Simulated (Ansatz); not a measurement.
# C2H6AlNO: one species, many methods

How much do the methods differ for C2H6AlNO? The plan is to run it at one geometry with functionals of several rungs and with coupled cluster, and see how far each lands from CCSD(T) at the basis-set limit for the atomisation energy.

The runs use Ansatz 0.2.0, Gaussian basis; functionals in def2-TZVPP, the program's frozen cores in correlated methods.

The runs, in order: PBE-D4, r2SCAN-D4, PBE0-D4, B3LYP-D4, ωB97X-V, ωB97M-V, B2PLYP; CCSD(T)/def2-TZVPP; MP2/def2-QZVPP; extrapolation to the limit.

### 1 The geometry

All runs share one geometry, relaxed beforehand with PBE0-D4 in a triple-zeta def2 set.

SMILES `[CH3][Al]([NH2])[CH]=O`, 11 atoms, charge 0, spin multiplicity 1.

Atoms are counted from 1 here; the program's logs count them from 0.

Bond lengths: C1–Al2 1.942 Å, C1–H6 1.093 Å, C1–H7 1.094 Å, C1–H8 1.094 Å, Al2–N3 1.769 Å, Al2–C4 2.022 Å, N3–H9 1.008 Å, N3–H10 1.008 Å, C4–O5 1.213 Å, C4–H11 1.123 Å. Angles: Al2–C1–H6 112.6°, Al2–C1–H7 110.8°, Al2–C1–H8 110.8°, H6–C1–H7 108.1°, H6–C1–H8 107.9°, H7–C1–H8 106.5°, C1–Al2–N3 123.2°, C1–Al2–C4 120.8°, N3–Al2–C4 116.0°, Al2–N3–H9 124.9°, Al2–N3–H10 125.3°, H9–N3–H10 109.7°, Al2–C4–O5 118.9°, Al2–C4–H11 123.9°, O5–C4–H11 117.3°.

### 2 PBE-D4 (GGA)

Input file in.yaml:

```yaml
crystal:
  periodic: [false, false, false]
  atoms:
    - {symbol: C, position_ang: [-1.201067, 1.181358, 0.553297]}
    - {symbol: Al, position_ang: [0.137021, -0.129801, 0.042370]}
    - {symbol: N, position_ang: [1.115748, -1.023552, 1.214476]}
    - {symbol: C, position_ang: [0.486178, -0.547912, -1.904453]}
    - {symbol: O, position_ang: [-0.145142, 0.046181, -2.753165]}
    - {symbol: H, position_ang: [-1.237113, 1.344589, 1.633179]}
    - {symbol: H, position_ang: [-1.006072, 2.143813, 0.070919]}
    - {symbol: H, position_ang: [-2.197155, 0.867121, 0.226788]}
    - {symbol: H, position_ang: [1.814756, -1.709592, 0.978197]}
    - {symbol: H, position_ang: [1.060100, -0.925112, 2.215754]}
    - {symbol: H, position_ang: [1.238146, -1.304193, -2.256860]}
basis:
  gaussian: {orbitals: def2-TZVPP}
hamiltonian: {xc: pbe, dispersion: d4}
output: {forces: true, orbitals: {seedname: orbitals}}
```

Command:

```sh
$ ansatz run in.yaml --threads 4 --pin off --events-out ev --progress --plain --max-ram 10444MiB
```

The runs that follow: r2SCAN-D4 (meta-GGA); PBE0-D4 (hybrid); B3LYP-D4 (hybrid); ωB97X-V (range-separated); ωB97M-V (range-separated); B2PLYP (double hybrid); CCSD(T) in def2-TZVPP; MP2 in def2-QZVPP.

Q: Predict the results of all the runs planned. Wanted: atomisation energy, CCSD(T)/CBS; farthest; mean size of error, hybrid; mean size of error, range-separated; gap, smallest and largest; T1 diagnostic; triples share of the correlation energy.

**Answer**, as computed:

```
                               quantity                                           value
        atomisation energy, CCSD(T)/CBS                                   4117.2 kJ/mol
 functionals within 20.6 kJ/mol (0.5 %)  r2SCAN-D4, PBE0-D4, B3LYP-D4, ωB97X-V, ωB97M-V
                               farthest                           PBE-D4 (+93.7 kJ/mol)
             mean size of error, hybrid                                      6.3 kJ/mol
    mean size of error, range-separated                                     11.3 kJ/mol
              gap, smallest and largest             2.16 eV (PBE-D4), 9.24 eV (ωB97X-V)
                          T1 diagnostic                                          0.0137
triples share of the correlation energy                                           3.9 %
```

In words: PBE-D4 is off by +93.7 kJ/mol. Double hybrids carry the basis error of their MP2 part in triple zeta, and no dispersion term here, so their miss is partly the set-up's. Misses under about 20.6 kJ/mol are within the doubt on the reference itself, which lacks core-valence correlation, relativity and higher excitations. Hartree-Fock recovers 70 % of the binding; the rest is correlation. Orbital gaps span 2.2 to 9.2 eV; exact exchange widens them.
